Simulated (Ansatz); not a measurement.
# HgTe: the cost of one run

Computed with Ansatz 0.2.0 (DFT LDA, scalar-relativistic, plane waves, PAW, and further levels as typed in the inputs, unless a step's input says otherwise).

### Step 1. The system as given

Symmetry: F-43m, No. 216, cubic system. The conventional cell has a = 6.453 Å, b = 6.453 Å, c = 6.453 Å, α = 90.00°, β = 90.00°, γ = 90.00°. Hg (site symmetry -43m) is surrounded by 4 Te at 2.79 Å. Te (site symmetry -43m) is surrounded by 4 Hg at 2.79 Å.

Coordinates:

```
Hg Te
1.0
     0.00000    3.22650    3.22650
     3.22650    0.00000    3.22650
     3.22650    3.22650    0.00000
Hg Te
1 1
Direct
  0.00000 0.00000 0.00000
  0.25000 0.25000 0.25000
```

### Step 2. Single point: HgTe, no spin

input.yaml reads:

```yaml
crystal:
  lattice:
    - [0.0, 3.2265, 3.2265]
    - [3.2265, 0.0, 3.2265]
    - [3.2265, 3.2265, 0.0]
  atoms:
    - { symbol: Hg, position: [0.0, 0.0, 0.0] }
    - { symbol: Te, position: [0.25, 0.25, 0.25] }
scf:
  occupations: { method: gaussian, width: 0.01 }
output:
  eigenvalues: true
  eigenstates:
    kpoints: [[0, 0, 0]]
    top_band: c4
    e_range: [-2.5, 2.5]
    localisation: true
  write_density: true
  write_potential: true
  elf: true
  volumetric_format: npy
hamiltonian:
  xc: lda
kpoints:
  mp_grid: { grid: [6, 6, 6] }
```

On the command line:

```
$ ansatz run input.yaml --threads 4 --pin off --max-ram 12288MiB --backend cpu --events-out ev --progress --plain --runs-dir out
```

What time and memory should one allow on 4 threads of AMD EPYC 7R43 (Zen 3), shared host?

About 1.4 s, with a peak of 0.39 GiB.
